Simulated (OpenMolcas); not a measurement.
# Pt²⁺ among point charges: CASSCF and CASPT2 levels and susceptibility

How does a field of 6 point charges split the states of Pt²⁺, and what χT follows?

Program: OpenMolcas 26.06. Level of theory: state-averaged CASSCF and CASPT2, spin-orbit coupling by RASSI with atomic mean-field integrals. These are calculated values, not measurements, unless marked.

### Step 1. The atom as given

```
Species                           : Pt²⁺ (platinum, Z = 78, 76 electrons)
Basis                             : ANO-RCC-VDZP [7s6p4d2f], 59 functions
Scalar Hamiltonian                : DKH2, point nucleus
Inactive shells                   : 1s 2s 2p 3s 3p 3d 4s 4p 4d 4f 5s 5p
Active space                      : 8 electrons in 5 orbitals (5d)
Some configurations of this space : 5d⁸
Orbitals                          : optimised for each spin and parity, averaged over all roots
```

Outer shells as boxes (Hund's rule):

5d8
```
5d [↑↓][↑↓][↑↓][↑ ][↑ ]
```

The ion sits among 6 point charges of -1.7 e arranged as an octahedron (Oh), 1.79 Å from the ion.

Each step is its own input file, run in one work folder so that later steps find the files of earlier ones. Labels, J, g values, rates, χT and fits are worked out afterwards by a script from the matrices that RASSI stores. The input lists half of the charges; inversion (Group=XYZ) makes the rest.

### Step 2. Basis and integrals

The input, a.inp:

```
&GATEWAY
Coord
1

Pt 0.0 0.0 0.0
Basis=ANO-RCC-VDZP
Group=XYZ
NoMove
AngMom=0.0 0.0 0.0
AMFI
XField
3 Angstrom 0
1.790000 0.000000 0.000000 -1.700000
0.000000 1.790000 0.000000 -1.700000
0.000000 0.000000 1.790000 -1.700000
&SEWARD
```

### Step 3. Reference wave functions, triplets of even parity, 10 roots

The input, a.inp:

```
&RASSCF
FileOrb=start.orb
Symmetry=1
Spin=3
nActEl=8 0 0
Inactive=15 19
Ras2=5 0
CIRoot=10 10 1
SDav=10
CIMx=300
Iter=120 100
PrWF=0.3
OrbListing=Nothing
MaxOrb=0
>>> COPY $Project.JobIph JOB001
```

start.orb holds the contracted functions of the basis, ordered by shell, or the orbitals of the step before.

### Step 4. CASSCF: singlets of even parity, 15 roots

The input, a.inp:

```
&RASSCF
FileOrb=start.orb
Symmetry=1
Spin=1
nActEl=8 0 0
Inactive=15 19
Ras2=5 0
CIRoot=15 15 1
SDav=15
CIMx=300
Iter=120 100
PrWF=0.3
OrbListing=Nothing
MaxOrb=0
>>> COPY $Project.JobIph JOB002
```

### Step 5. RASSI: spin-orbit coupling between the states

The input, a.inp:

```
&RASSI
NrOfJobIphs=2 10 15
1 2 3 4 5 6 7 8 9 10
1 2 3 4 5 6 7 8 9 10 11 12 13 14 15
IphNames
JOB001
JOB002
EJob
SpinOrbit
DIPRint=1.0
SOCoupling=1000.0
Subsets=2
Property=9
'ANGMOM' 1 'ANGMOM' 2 'ANGMOM' 3 'MLTPL  1' 1 'MLTPL  1' 2 'MLTPL  1' 3
'AMFI' 1 'AMFI' 2 'AMFI' 3
SOProperty=3
'ANGMOM' 1 'ANGMOM' 2 'ANGMOM' 3
```

### Step 6. CASPT2: IPEA 0.25, imaginary shift 0.1 (closed shells correlated: 5s 5p)

The input, a.inp:

```
>>> COPY JOB001 $Project.JobIph
&CASPT2
Multistate=10 1 2 3 4 5 6 7 8 9 10
NoMult
Frozen=14 16
IPEA=0.25
Imaginary=0.1
MaxIter=60
WThr=0.0 0.3 0.05
PrWF=0.5
NoMix
>>> COPY JOB002 $Project.JobIph
&CASPT2
Multistate=15 1 2 3 4 5 6 7 8 9 10 11 12 13 14 15
NoMult
Frozen=14 16
IPEA=0.25
Imaginary=0.1
MaxIter=60
WThr=0.0 0.3 0.05
PrWF=0.5
NoMix
```

(Steps that only read results are left out.)

What does the calculation give? Wanted: spin-free ground state; first state of the same spin within the active space; lowest level; next level.

The runs gave:

| quantity | value |
| --- | --- |
| method | SS-CASPT2, IPEA 0.25, imaginary shift 0.1 (closed shells correlated: 5s 5p) |
| spin-free ground state | 3A2, 1-fold in its orbital part |
| first state of the same spin within the active space | 3T2 at 19800 cm⁻¹ |
| lowest level | 3-fold T2 |
| next level | 10455.2 cm⁻¹ |
| χT at 300 K | 1.82 cm³ K/mol |
| effective moment at 300 K | 3.82 μB |

Cost by method:

| method | time of its own steps | time with the reference |
| --- | --- | --- |
| A. CASSCF | 3.8 s | 3.8 s |
| B. SS-CASPT2, IPEA 0.25, imaginary shift 0.1, +5s 5p | 1.6 s | 5.4 s |

Times are of one thread on a shared host.

The spin-free ground state (3A2) comes to 100 % from free-ion F terms and keeps the highest spin of the shell. χT at 300 K is 1.82, against 1.00 cm³ K/mol for the spin alone, so orbital moment adds to it. A ligand-field fit to the states below 45000 cm-1 gives 10Dq = 19208 cm-1, B = 834 cm-1 and C = 2847 cm-1 (C/B = 3.41), with a deviation of 353 cm-1. CASPT2 does not keep the components of a term degenerate, and the means are used. The field of point charges can differ much from that of real complexes. Point charges carry no covalency, so the field is a model and not that of real ligands.
